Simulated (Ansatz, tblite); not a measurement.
# The cluster WS4: which spin state is lowest, part 2 of 2

Aim: set other spin states of the cluster WS4 against its singlet, on many levels of theory.

Ansatz 0.2.0, Gaussian basis; as each input shows.

**17. Quintet, PBE0-D4/def2-TZVP**

in.yaml

```yaml
crystal:
  periodic: [false, false, false]
  atoms:
    - {symbol: W, position_ang: [-0.067929, 0.269145, 0.070140]}
    - {symbol: S, position_ang: [-1.682449, 1.164907, 1.326490]}
    - {symbol: S, position_ang: [0.803655, 2.261413, -0.436425]}
    - {symbol: S, position_ang: [-0.134861, -1.789247, -1.302315]}
    - {symbol: S, position_ang: [1.081585, -1.906209, 0.342109]}
basis:
  gaussian: {orbitals: def2-TZVP, initial_orbitals: start.molden}
magnetization: {spin_polarized: true, initial_magnetization: 4}
hamiltonian: {xc: pbe0, dispersion: d4}
scf: {omitted_lower_state_checks: [starts]}
output: {orbitals: {seedname: orbitals}}
```

Launch:

```bash
ansatz run in.yaml --threads 4 --pin off --events-out ev --progress --plain --max-ram 4787MiB
```

Output:

```text
Functional definition: PBE0
  name "PBE0"
  cite "Adamo & Barone, J. Chem. Phys. 110, 6158 (1999) doi:10.1063/1.478522"
  cite "Perdew, Burke & Ernzerhof, Phys. Rev. Lett. 77, 3865 (1996) doi:10.1103/PhysRevLett.77.3865"
  parent pbe
  parameter a = 0.25
  parameter kappa = 0.804
  parameter beta = 0.06672455060314922
  exchange = (1 - a)*pbe_x(kappa = kappa, mu = beta*pi^2/3) + a*exact_x
  correlation = pbe_c(beta = beta)
these checks for a lower state are left out or cut short: starts
1484 factors; their error is unknown
mean field evaluation 1: about -45151.3328 eV, gradient 1.2e2 eV
mean field evaluation 2: about -45154.3070 eV, gradient 4.3e0 eV
mean field evaluation 4: about -45154.4914 eV, gradient 2.6e-2 eV
mean field evaluation 8: about -45154.5960 eV, gradient 1.7e-5 eV
mean field -45154.59600526 eV, -1659.4007963087 hartree, gradient 1.7e-5 eV, S^2 6.039149; 0 other end points of the search recorded, 0 dependent functions left out
reference -45154.59603246 eV, -1659.4007973083 hartree; 41, 37 occupied and 147, 151 virtual orbitals, 1484 factors
Total energy: -45154.84873208 eV, -1659.4100838483 hartree
Checks for a lower state left out: starts
```

Wall time 12 s (4 threads of AMD EPYC 7R43, shared host); peak memory 0.87 GiB.

From the report: HOMO -5.34 eV, LUMO -5.12 eV (over both spins); ⟨S²⟩ 6.039 (pure: 6.00).

**18. Quintet, PBE-D4/def2-TZVP**

Edit in.yaml of step 17 so:

```diff
@@ -11,3 +11,3 @@
 magnetization: {spin_polarized: true, initial_magnetization: 4}
-hamiltonian: {xc: pbe0, dispersion: d4}
+hamiltonian: {xc: pbe, dispersion: d4}
 scf: {omitted_lower_state_checks: [starts]}
```

Launched as before.

Output:

```text
Functional definition: PBE
  name "PBE"
  cite "Perdew, Burke & Ernzerhof, Phys. Rev. Lett. 77, 3865 (1996) doi:10.1103/PhysRevLett.77.3865"
  parent pbe
  parameter kappa = 0.804
  parameter beta = 0.06672455060314922
  exchange = pbe_x(kappa = kappa, mu = beta*pi^2/3)
  correlation = pbe_c(beta = beta)
these checks for a lower state are left out or cut short: starts
1368 factors; their error is unknown
mean field evaluation 1: about -45152.9253 eV, gradient 1.1e1 eV
mean field evaluation 2: about -45153.1168 eV, gradient 3.7e-1 eV
mean field evaluation 4: about -45153.1140 eV, gradient 1.0e-1 eV
mean field evaluation 8: about -45153.1141 eV, gradient 2.5e-5 eV
mean field -45153.11408547 eV, -1659.3463367609 hartree, gradient 1.6e-5 eV, S^2 6.012497; 0 other end points of the search recorded, 0 dependent functions left out
reference -45153.11412239 eV, -1659.3463381178 hartree; 41, 37 occupied and 147, 151 virtual orbitals, 1368 factors
Total energy: -45153.40324447 eV, -1659.3569631583 hartree
Checks for a lower state left out: starts
```

Run time: 5.5 s. Hardware: 4 threads of AMD EPYC 7R43, shared host.

Report: HOMO -4.08 eV, LUMO -5.77 eV (over both spins; with the spin held, an empty level of the minority spin lies below the top filled one); ⟨S²⟩ 6.012 (pure: 6.00).

**19. Quintet, r2SCAN-D4/def2-TZVP**

Edit in.yaml of step 18 so:

```diff
@@ -11,3 +11,3 @@
 magnetization: {spin_polarized: true, initial_magnetization: 4}
-hamiltonian: {xc: pbe, dispersion: d4}
+hamiltonian: {xc: r2scan, dispersion: d4}
 scf: {omitted_lower_state_checks: [starts]}
```

The command is unchanged.

Output:

```text
Functional definition: r2SCAN
  name "r2SCAN"
  cite "Furness, Kaplan, Ning, Perdew & Sun, J. Phys. Chem. Lett. 11, 8208 (2020) doi:10.1021/acs.jpclett.0c02405"
  cite "Furness, Kaplan, Ning, Perdew & Sun, J. Phys. Chem. Lett. 11, 9248 (2020) doi:10.1021/acs.jpclett.0c03077"
  parent r2scan
  parameter k0 = 0.174
  parameter k1 = 0.065
  parameter a1 = 4.9479
  exchange = r2scan_x(k0 = k0, k1 = k1, a1 = a1)
  correlation = r2scan_c
these checks for a lower state are left out or cut short: starts
1368 factors; their error is unknown
mean field evaluation 1: about -45168.3291 eV, gradient 7.8e0 eV
mean field evaluation 2: about -45168.4088 eV, gradient 2.0e-1 eV
mean field evaluation 4: about -45168.3903 eV, gradient 2.5e-2 eV
mean field evaluation 8: about -45168.3903 eV, gradient 1.5e-5 eV
mean field -45168.39029524 eV, -1659.9077271153 hartree, gradient 1.5e-5 eV, S^2 6.027786; 0 other end points of the search recorded, 0 dependent functions left out
reference -45168.39030799 eV, -1659.9077275840 hartree; 41, 37 occupied and 147, 151 virtual orbitals, 1368 factors
Total energy: -45168.45437567 eV, -1659.9100820280 hartree
Checks for a lower state left out: starts
```

Run time: 11 s. Hardware: 4 threads of AMD EPYC 7R43, shared host.

Report: HOMO -4.45 eV, LUMO -5.78 eV (over both spins; with the spin held, an empty level of the minority spin lies below the top filled one); ⟨S²⟩ 6.028 (pure: 6.00).

**20. Quintet, ωB97M-V/def2-TZVP**

Edit in.yaml of step 19 so:

```diff
@@ -11,3 +11,3 @@
 magnetization: {spin_polarized: true, initial_magnetization: 4}
-hamiltonian: {xc: r2scan, dispersion: d4}
+hamiltonian: {xc: {name: wB97M-V}}
 scf: {omitted_lower_state_checks: [starts]}
```

Launched as before.

Output (excerpt; [...] marks lines left out):

```text
Functional definition: wB97M-V
  name "wB97M-V"
  cite "Mardirossian & Head-Gordon, J. Chem. Phys. 144, 214110 (2016) doi:10.1063/1.4952647"
  cite "Becke, J. Chem. Phys. 107, 8554 (1997) doi:10.1063/1.475007"
  cite "Vydrov & Van Voorhis, J. Chem. Phys. 133, 244103 (2010) doi:10.1063/1.3521275"
  # Of w^i u^j: cxij and so on, Table III.
[...]
  gx(w, u) = 1 - cx + cx01*u + cx10*w
  gss(w, u) = css00 + css04*u^4 + css10*w + css20*w^2 + css43*w^4*u^3
  gos(w, u) = cos00 + cos10*w + (cos20 + cos21*u)*w^2 + (cos60 + cos61*u)*w^6
[...]
      + integral(e_c_pw_mod_opposite_spin*gos(b97_w_opposite, b97_u_opposite)) + vv10(b, c)
[...]
1424 factors; their error is unknown
250 factors; integrals over basis functions are off by at most 2.1e-5 eV
[...]
mean field -45164.82742168 eV, -1659.7767939273 hartree, gradient 2.1e-5 eV, S^2 6.044138; 0 other end points of the search recorded, 0 dependent functions left out
reference -45164.82746564 eV, -1659.7767955428 hartree; 41, 37 occupied and 147, 151 virtual orbitals, 1424 factors
Total energy: -45164.82746564 eV, -1659.7767955428 hartree
Checks for a lower state left out: starts
```

Wall time 56 s (4 threads of AMD EPYC 7R43, shared host); peak memory 1.6 GiB.

From the report: HOMO -7.39 eV, LUMO -3.31 eV (over both spins); ⟨S²⟩ 6.044 (pure: 6.00).

**21. Quintet, HF/def2-TZVP**

Edit in.yaml of step 20 so:

```diff
@@ -11,3 +11,3 @@
 magnetization: {spin_polarized: true, initial_magnetization: 4}
-hamiltonian: {xc: {name: wB97M-V}}
+hamiltonian: {xc: hf}
 scf: {omitted_lower_state_checks: [starts]}
```

The command is unchanged.

Output:

```text
Functional definition: HF
  name "HF"
  cite "Fock, Z. Phys. 61, 126 (1930) doi:10.1007/BF01340294"
  parent pbe
  exchange = exact_x
  correlation = 0
these checks for a lower state are left out or cut short: starts
1797 factors; their error is unknown
mean field evaluation 1: about -45076.9838 eV, gradient 3.0e1 eV
mean field evaluation 2: about -45078.4229 eV, gradient 2.1e0 eV
mean field evaluation 4: about -45078.5996 eV, gradient 1.0e-2 eV
mean field evaluation 8: about -45079.0594 eV, gradient 1.8e-5 eV
mean field -45079.05940241 eV, -1656.6248773547 hartree, gradient 1.8e-5 eV, S^2 6.294092; 0 other end points of the search recorded, 0 dependent functions left out
reference -45079.05940241 eV, -1656.6248773547 hartree; 41, 37 occupied and 147, 151 virtual orbitals, 1797 factors
Total energy: -45079.05940241 eV, -1656.6248773547 hartree
Checks for a lower state left out: starts
```

Run time: 14 s. Hardware: 4 threads of AMD EPYC 7R43, shared host; peak memory 1.2 GiB.

Report: HOMO -8.42 eV, LUMO -1.50 eV (over both spins); ⟨S²⟩ 6.294 (pure: 6.00). Doubts: spin contamination.

**22. Quintet, MP2/def2-TZVP**

Edit in.yaml of step 21 so:

```diff
@@ -11,3 +11,3 @@
 magnetization: {spin_polarized: true, initial_magnetization: 4}
-hamiltonian: {xc: hf}
+correlation: {method: mp2}
 scf: {omitted_lower_state_checks: [starts]}
```

Same command.

Output:

```text
Functional definition: HF
  name "HF"
  cite "Fock, Z. Phys. 61, 126 (1930) doi:10.1007/BF01340294"
  parent pbe
  exchange = exact_x
  correlation = 0
these checks for a lower state are left out or cut short: starts
1245 factors; integrals over basis functions are off by at most 1.2e-3 eV
mean field evaluation 1: about -45077.4075 eV, gradient 3.0e1 eV
mean field evaluation 2: about -45078.8460 eV, gradient 2.1e0 eV
mean field evaluation 4: about -45079.0556 eV, gradient 5.0e-1 eV
mean field evaluation 8: about -45079.0597 eV, gradient 1.2e-4 eV
mean field -45079.05969920 eV, -1656.6248882615 hartree, gradient 3.0e-6 eV, S^2 6.294092; 0 other end points of the search recorded, 0 dependent functions left out
20 core orbitals not correlated: weight in the atoms' cores, before any rotation towards them, 1.000 or more for the frozen orbitals, at most 0.000 for the correlated occupied ones
reference -45079.05969920 eV, -1656.6248882615 hartree; 21, 17 occupied and 147, 151 virtual orbitals, 1245 factors
second order -27.04812070 eV of doubles, -0.00000000 eV of singles
Total energy: -45106.10781990 eV, -1657.6188883632 hartree
Checks for a lower state left out: starts
```

Wall time 5.5 s (4 threads of AMD EPYC 7R43, shared host); peak memory 0.56 GiB.

From the report: Hartree-Fock HOMO -8.42 eV, LUMO -1.50 eV (over both spins); ⟨S²⟩ 6.294 (pure: 6.00). Doubts: spin contamination.

**23. Quintet less singlet**

The singlet's energies are those of its earlier runs, whose logs aren't repeated here.

```
              level  quintet less singlet (eV)     time
           GFN1-xTB                     +3.687  0.019 s
           GFN2-xTB                     +1.825  0.035 s
      HF/def2-TZVP†                     +0.224     17 s
   PBE-D4/def2-TZVP                     +2.635    8.3 s
r2SCAN-D4/def2-TZVP                     +2.372     17 s
  PBE0-D4/def2-TZVP                     +2.298     18 s
  ωB97M-V/def2-TZVP                     +2.315     68 s
     MP2/def2-TZVP†                     +4.218     10 s
```

Times add the two runs; a level without a time comes out of a correlated run. † marks a level with a doubtful state (flagged, unstable, out of aufbau order, or strongly spin-contaminated); such levels are left out of the summary. Tight binding without a spin term can't rank spin states.

**24. Broken-symmetry singlet at the fixed geometry, first pass, PBE0-D4/def2-SVP**

in.yaml

```yaml
crystal:
  periodic: [false, false, false]
  atoms:
    - {symbol: W, position_ang: [0.104444, 0.358034, 0.283344]}
    - {symbol: S, position_ang: [-1.682575, 0.791292, 1.400590]}
    - {symbol: S, position_ang: [0.793579, 2.069521, -0.843642]}
    - {symbol: S, position_ang: [0.007450, -1.281199, -1.346162]}
    - {symbol: S, position_ang: [0.777102, -1.937638, 0.505870]}
basis:
  gaussian: {orbitals: def2-SVP}
magnetization: {spin_polarized: true, initial_magnetization: 0}
hamiltonian: {xc: pbe0, dispersion: d4}
output: {orbitals: {seedname: orbitals}}
```

Launched as before.

Output (excerpt; [...] marks lines left out):

```text
Functional definition: PBE0
  name "PBE0"
  cite "Adamo & Barone, J. Chem. Phys. 110, 6158 (1999) doi:10.1063/1.478522"
  cite "Perdew, Burke & Ernzerhof, Phys. Rev. Lett. 77, 3865 (1996) doi:10.1103/PhysRevLett.77.3865"
  parent pbe
[...]
951 factors; integrals over basis functions are off by at most 8.4e-4 eV
[...]
mean field -45141.22182475 eV, -1658.9093042404 hartree, gradient 4.7e-6 eV, S^2 0.201661; 7 other end points of the search recorded, 0 dependent functions left out
reference -45141.22186148 eV, -1658.9093055901 hartree; 39, 39 occupied and 65, 65 virtual orbitals, 951 factors
Total energy: -45141.49444638 eV, -1658.9193229007 hartree
```

Wall time 13 s (4 threads of AMD EPYC 7R43, shared host).

Report: HOMO -7.18 eV, LUMO -4.94 eV (over both spins); ⟨S²⟩ 0.202 (pure: 0.00); the next solution that the search met lies 0.008 eV higher. Doubts: broken-symmetry state.

**25. Broken-symmetry singlet at the fixed geometry, PBE0-D4/def2-TZVP**

Edit in.yaml of step 24 so:

```diff
@@ -9,5 +9,6 @@
 basis:
-  gaussian: {orbitals: def2-SVP}
+  gaussian: {orbitals: def2-TZVP, initial_orbitals: start.molden}
 magnetization: {spin_polarized: true, initial_magnetization: 0}
 hamiltonian: {xc: pbe0, dispersion: d4}
+scf: {omitted_lower_state_checks: [starts]}
 output: {orbitals: {seedname: orbitals}}
```

Same command.

Output:

```text
Functional definition: PBE0
  name "PBE0"
  cite "Adamo & Barone, J. Chem. Phys. 110, 6158 (1999) doi:10.1063/1.478522"
  cite "Perdew, Burke & Ernzerhof, Phys. Rev. Lett. 77, 3865 (1996) doi:10.1103/PhysRevLett.77.3865"
  parent pbe
  parameter a = 0.25
  parameter kappa = 0.804
  parameter beta = 0.06672455060314922
  exchange = (1 - a)*pbe_x(kappa = kappa, mu = beta*pi^2/3) + a*exact_x
  correlation = pbe_c(beta = beta)
these checks for a lower state are left out or cut short: starts
1484 factors; their error is unknown
mean field evaluation 1: about -45153.8054 eV, gradient 1.2e2 eV
mean field evaluation 2: about -45156.6865 eV, gradient 4.1e0 eV
mean field evaluation 4: about -45156.8807 eV, gradient 1.3e-1 eV
mean field evaluation 8: about -45156.8809 eV, gradient 2.6e-5 eV
mean field -45156.88092721 eV, -1659.4847656416 hartree, gradient 3.9e-6 eV, S^2 0.191044; 0 other end points of the search recorded, 0 dependent functions left out
reference -45156.88095358 eV, -1659.4847666107 hartree; 39, 39 occupied and 149, 149 virtual orbitals, 1484 factors
Total energy: -45157.15353848 eV, -1659.4947839212 hartree
Checks for a lower state left out: starts
```

It took 19 s on 4 threads of AMD EPYC 7R43, shared host; peak memory 1.2 GiB.

Report: HOMO -7.10 eV, LUMO -4.84 eV (over both spins); ⟨S²⟩ 0.191 (pure: 0.00). Doubts: broken-symmetry state.

**26. Broken-symmetry singlet at the fixed geometry, PBE-D4/def2-TZVP**

Edit in.yaml of step 25 so:

```diff
@@ -11,3 +11,3 @@
 magnetization: {spin_polarized: true, initial_magnetization: 0}
-hamiltonian: {xc: pbe0, dispersion: d4}
+hamiltonian: {xc: pbe, dispersion: d4}
 scf: {omitted_lower_state_checks: [starts]}
```

Same command.

Output:

```text
Functional definition: PBE
  name "PBE"
  cite "Perdew, Burke & Ernzerhof, Phys. Rev. Lett. 77, 3865 (1996) doi:10.1103/PhysRevLett.77.3865"
  parent pbe
  parameter kappa = 0.804
  parameter beta = 0.06672455060314922
  exchange = pbe_x(kappa = kappa, mu = beta*pi^2/3)
  correlation = pbe_c(beta = beta)
these checks for a lower state are left out or cut short: starts
1368 factors; their error is unknown
mean field evaluation 1: about -45155.5704 eV, gradient 1.1e1 eV
mean field evaluation 2: about -45155.7262 eV, gradient 2.6e-1 eV
mean field evaluation 4: about -45155.7221 eV, gradient 1.9e-1 eV
mean field evaluation 8: about -45155.7249 eV, gradient 8.3e-3 eV
mean field evaluation 16: about -45155.7249 eV, gradient 1.9e-5 eV
mean field -45155.72491443 eV, -1659.4422829555 hartree, gradient 3.0e-6 eV, S^2 0.000000; 0 other end points of the search recorded, 0 dependent functions left out
reference -45155.72494943 eV, -1659.4422842420 hartree; 39, 39 occupied and 149, 149 virtual orbitals, 1368 factors
Total energy: -45156.03798953 eV, -1659.4537882533 hartree
Checks for a lower state left out: starts
```

Wall time 14 s (4 threads of AMD EPYC 7R43, shared host).

HOMO -6.17 eV, LUMO -5.22 eV (over both spins); ⟨S²⟩ 0.000 (pure: 0.00).

**27. Broken-symmetry singlet at the fixed geometry, r2SCAN-D4/def2-TZVP**

Edit in.yaml of step 26 so:

```diff
@@ -11,3 +11,3 @@
 magnetization: {spin_polarized: true, initial_magnetization: 0}
-hamiltonian: {xc: pbe, dispersion: d4}
+hamiltonian: {xc: r2scan, dispersion: d4}
 scf: {omitted_lower_state_checks: [starts]}
```

The command is unchanged.

Output:

```text
Functional definition: r2SCAN
  name "r2SCAN"
  cite "Furness, Kaplan, Ning, Perdew & Sun, J. Phys. Chem. Lett. 11, 8208 (2020) doi:10.1021/acs.jpclett.0c02405"
  cite "Furness, Kaplan, Ning, Perdew & Sun, J. Phys. Chem. Lett. 11, 9248 (2020) doi:10.1021/acs.jpclett.0c03077"
  parent r2scan
  parameter k0 = 0.174
  parameter k1 = 0.065
  parameter a1 = 4.9479
  exchange = r2scan_x(k0 = k0, k1 = k1, a1 = a1)
  correlation = r2scan_c
these checks for a lower state are left out or cut short: starts
1368 factors; their error is unknown
mean field evaluation 1: about -45170.7243 eV, gradient 7.7e0 eV
mean field evaluation 2: about -45170.7877 eV, gradient 1.2e-1 eV
mean field evaluation 4: about -45170.7644 eV, gradient 7.9e-3 eV
mean field evaluation 8: about -45170.7644 eV, gradient 1.6e-5 eV
mean field -45170.76443590 eV, -1659.9949751755 hartree, gradient 9.6e-6 eV, S^2 0.157659; 0 other end points of the search recorded, 0 dependent functions left out
reference -45170.76444827 eV, -1659.9949756302 hartree; 39, 39 occupied and 149, 149 virtual orbitals, 1368 factors
Total energy: -45170.83135145 eV, -1659.9974342766 hartree
Checks for a lower state left out: starts
```

Wall time 28 s (4 threads of AMD EPYC 7R43, shared host); peak memory 0.64 GiB.

HOMO -6.37 eV, LUMO -5.45 eV (over both spins); ⟨S²⟩ 0.158 (pure: 0.00). Doubts: broken-symmetry state.

**28. Broken-symmetry singlet less singlet**

The singlet's energies are those of its earlier runs, whose logs aren't repeated here.

| level | broken-symmetry singlet less singlet (eV) | time |
| --- | --- | --- |
| PBE-D4/def2-TZVP | 0.000 | 16 s |
| r2SCAN-D4/def2-TZVP | -0.005 | 34 s |
| PBE0-D4/def2-TZVP | -0.006 | 25 s |

Times add the two runs; a level without a time comes out of a correlated run.

**29. Results**

This closing draws on all 2 parts.

```
                                        quantity                                     value
  triplet less singlet, functionals in def2-TZVP    -0.038 (ωB97M-V) to +0.275 eV (PBE-D4)
mean metal-ligand distance, triplet less singlet                                  +0.049 Å
  quintet less singlet, functionals in def2-TZVP    +2.298 (PBE0-D4) to +2.635 eV (PBE-D4)
mean metal-ligand distance, quintet less singlet                                  +0.097 Å
                         broken-symmetry singlet  ⟨S²⟩ up to 0.19, lowering up to 0.006 eV
```

**Reading.** The functionals disagree: 1 of 4 put the triplet below the singlet, over a spread of 0.313 eV. The singlet here is a closed shell; an open-shell singlet can lie lower (see the broken-symmetry run). All functionals put the quintet above the singlet, over a spread of 0.336 eV. The checks for a lower quintet were left out, so another state of that spin may lie lower. Letting the spins differ lowers the singlet by up to 0.006 eV (⟨S²⟩ 0.19): the closed shell isn't stable on every level. These are electronic energies, without zero-point motion, entropy or surroundings. Spin-orbit coupling is left out too; for so heavy a metal it can shift spin gaps by tenths of an eV.
